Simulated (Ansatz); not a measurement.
# GeH₈O₂Si₂: basis-set convergence

One table from this session's results is given with a row withheld; the runs are named, their logs left out.

Computed with Ansatz 0.2.0, Gaussian basis. Level: one geometry, several basis sets.

Plan: PBE0-D4/def2-SVP; ωB97M-V/def2-SVP; PBE0-D4/def2-QZVPP; ωB97M-V/def2-QZVPP; the functionals' def2-TZVPP values are taken from earlier runs.

**The relaxed structure**

An earlier PBE0-D4 in a triple-zeta def2 set relaxation fixed the geometry.

13 atoms, charge 0, spin multiplicity 1.

Atoms are counted from 1 here; the program's logs count them from 0.

Bond lengths: Si1–O2 1.639 Å, Si1–H6 1.484 Å, Si1–H7 1.486 Å, Si1–H8 1.490 Å, O2–Ge3 1.764 Å, Ge3–O4 1.764 Å, Ge3–H9 1.531 Å, Ge3–H10 1.531 Å, O4–Si5 1.639 Å, Si5–H11 1.484 Å, Si5–H12 1.490 Å, Si5–H13 1.486 Å. Angles: O2–Si1–H6 108.1°, O2–Si1–H7 110.7°, O2–Si1–H8 110.6°, H6–Si1–H7 109.4°, H6–Si1–H8 109.4°, H7–Si1–H8 108.6°, Si1–O2–Ge3 134.6°, O2–Ge3–O4 107.8°, O2–Ge3–H9 106.1°, O2–Ge3–H10 110.0°, O4–Ge3–H9 110.0°, O4–Ge3–H10 106.1°, H9–Ge3–H10 116.6°, Ge3–O4–Si5 134.6°, O4–Si5–H11 108.1°, O4–Si5–H12 110.6°, O4–Si5–H13 110.7°, H11–Si5–H12 109.4° and more.

Coordinates:

| atom | x (Å) | y (Å) | z (Å) |
| --- | --- | --- | --- |
| Si1 | -1.9496 | 0.6938 | 1.0824 |
| O2 | -0.3329 | 0.9615 | 1.1186 |
| Ge3 | 1.0943 | -0.0751 | 1.0958 |
| O4 | 1.0556 | -1.0146 | -0.3967 |
| Si5 | 1.0425 | -0.6389 | -1.9922 |
| H6 | -2.6253 | 1.8616 | 1.6999 |
| H7 | -2.4238 | 0.5320 | -0.3170 |
| H8 | -2.2934 | -0.5382 | 1.8462 |
| H9 | 2.3024 | 0.8658 | 1.0907 |
| H10 | 1.0217 | -1.0910 | 2.2392 |
| H11 | 1.5862 | -1.7968 | -2.7441 |
| H12 | 1.8850 | 0.5616 | -2.2542 |
| H13 | -0.3420 | -0.3567 | -2.4537 |

The first run:

in.yaml reads:

```yaml
crystal:
  periodic: [false, false, false]
  atoms:
    - {symbol: Si, position_ang: [-1.949638, 0.693802, 1.082366]}
    - {symbol: O, position_ang: [-0.332880, 0.961460, 1.118607]}
    - {symbol: Ge, position_ang: [1.094336, -0.075057, 1.095813]}
    - {symbol: O, position_ang: [1.055610, -1.014600, -0.396697]}
    - {symbol: Si, position_ang: [1.042454, -0.638881, -1.992180]}
    - {symbol: H, position_ang: [-2.625337, 1.861646, 1.699864]}
    - {symbol: H, position_ang: [-2.423796, 0.532028, -0.317007]}
    - {symbol: H, position_ang: [-2.293441, -0.538234, 1.846216]}
    - {symbol: H, position_ang: [2.302390, 0.865788, 1.090747]}
    - {symbol: H, position_ang: [1.021687, -1.090981, 2.239161]}
    - {symbol: H, position_ang: [1.586213, -1.796770, -2.744085]}
    - {symbol: H, position_ang: [1.884963, 0.561582, -2.254199]}
    - {symbol: H, position_ang: [-0.341961, -0.356683, -2.453705]}
basis:
  gaussian: {orbitals: def2-SVP}
hamiltonian: {xc: pbe0, dispersion: d4}
output: {orbitals: {seedname: orbitals}}
```

Launch:

```console
> ansatz run in.yaml --threads 8 --pin off --events-out ev --progress --plain --max-ram 18278MiB
```

Steps of the session up to this table: PBE0-D4 in def2-SVP; ωB97M-V in def2-SVP; PBE0-D4 in def2-QZVPP; ωB97M-V in def2-QZVPP.

One table of the session follows, with a row left open; its other results are not shown here.

It belongs to the step «Density functionals: the series». 

| functional | basis | HOMO (eV) | LUMO (eV) |
| --- | --- | --- | --- |
| PBE0-D4 | def2-SVP | -8.56 | 0.26 |
| PBE0-D4 | def2-TZVPP | -8.63 | -0.17 |
| PBE0-D4 | def2-QZVPP | -8.65 | -0.30 |
| ωB97M-V | def2-SVP | ? | ? |
| ωB97M-V | def2-TZVPP | -10.93 | 1.55 |
| ωB97M-V | def2-QZVPP | -10.95 | 1.28 |

**Question.** Estimate the row for ωB97M-V, def2-SVP.

The run gave: HOMO (eV): -10.81; LUMO (eV): 2.16. In the column «HOMO (eV)» it lies between ωB97M-V, def2-TZVPP (-10.93) and PBE0-D4, def2-QZVPP (-8.65).
